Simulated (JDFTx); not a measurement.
An input for JDFTx 1.7.0 (patched build) (LaB6):

Contents of LaB6.in:

```
include LaB6.lattice
coords-type Lattice
include LaB6.ionpos

ion-species pseudo/La.upf
ion-species pseudo/B.upf
elec-cutoff 55 440
elec-ex-corr gga-PBE
kpoint-folding 7 7 7
elec-smearing Fermi 0.0018374661
elec-n-bands 21
add-U La f 0.036749
electronic-SCF nIterations 100 energyDiffThreshold 1e-09
electronic-minimize nIterations 30 energyDiffThreshold 1e-7
converge-empty-states yes
forces-output-coords Cartesian

dump-name run.$VAR
dump End Ecomponents EigStats BandEigs Kpoints Forces Stress RhoAtom
```

LaB6.lattice

```
lattice \
    7.8555915001     0.0000000000     0.0000000000 \
    0.0000000000     7.8555915001     0.0000000000 \
    0.0000000000     0.0000000000     7.8555915001
```

LaB6.ionpos

```
ion La     0.0000000000     0.0000000000     0.0000000000 1
ion B      0.5000000000     0.5000000000     0.8025000000 1
ion B      0.5000000000     0.5000000000     0.1975000000 1
ion B      0.5000000000     0.8025000000     0.5000000000 1
ion B      0.8025000000     0.5000000000     0.5000000000 1
ion B      0.5000000000     0.1975000000     0.5000000000 1
ion B      0.1975000000     0.5000000000     0.5000000000 1
```

Potentials or basis: PseudoDojo-SR-PBE-0.5-standard with smoothed tails.

The run is started by

```sh
$ jdftx -c 1 -i LaB6.in -o LaB6.out
```

**Question.** Does this run start?

**Answer.** The run stopped without a result. It printed:

Output:

```text
*************** JDFTx 1.7.0 (patched build) ***************

Input parsed successfully to the following command list (including defaults):

add-U 	La f 0.036749
basis kpoint-dependent
converge-empty-states yes
coords-type Lattice
core-overlap-check vector
coulomb-interaction Periodic
[... 23 lines left out ...]
	nAlphaAdjustMax      3 \
	wolfeEnergy          0.0001 \
	wolfeGradient        0.9 \
	abortOnFailedStep    no \
	fdTest               no
electronic-scf  \
	nIterations	100 \
	energyDiffThreshold	1e-09 \
[... 30 lines left out ...]
	nAlphaAdjustMax      3 \
	wolfeEnergy          0.0001 \
	wolfeGradient        0.9 \
	abortOnFailedStep    no \
	fdTest               no
fluid-solvent H2O 55.338 ScalarEOS \
	epsBulk 78.4 \
	pMol 0.92466 \
[... 33 lines left out ...]
	nAlphaAdjustMax      3 \
	wolfeEnergy          0.0001 \
	wolfeGradient        0.9 \
	abortOnFailedStep    no \
	fdTest               no
kpoint   0.000000000000   0.000000000000   0.000000000000  1.00000000000000
kpoint-folding 7 7 7
latt-move-scale 1 1 1
[... 20 lines left out ...]
	nAlphaAdjustMax      3 \
	wolfeEnergy          0.0001 \
	wolfeGradient        0.9 \
	abortOnFailedStep    no \
	fdTest               no
lcao-params -1 1e-06 0.00183747
pcm-variant GLSSA13
perturb-minimize  \
[... 68 lines left out ...]
Initialized 2 species with 7 total atoms.

Folded 1 k-points by 7x7x7 to 343 k-points.

---------- Setting up k-points, bands, fillings ----------
Reduced to 20 k-points under symmetry.
Computing the number of bands and number of electrons
Calculating initial fillings.
nElectrons:  29.000000   nBands: 21   nStates: 20

add-U: the pseudopotential of species La has no atomic orbital 1 with l = 3.

Failed.
```
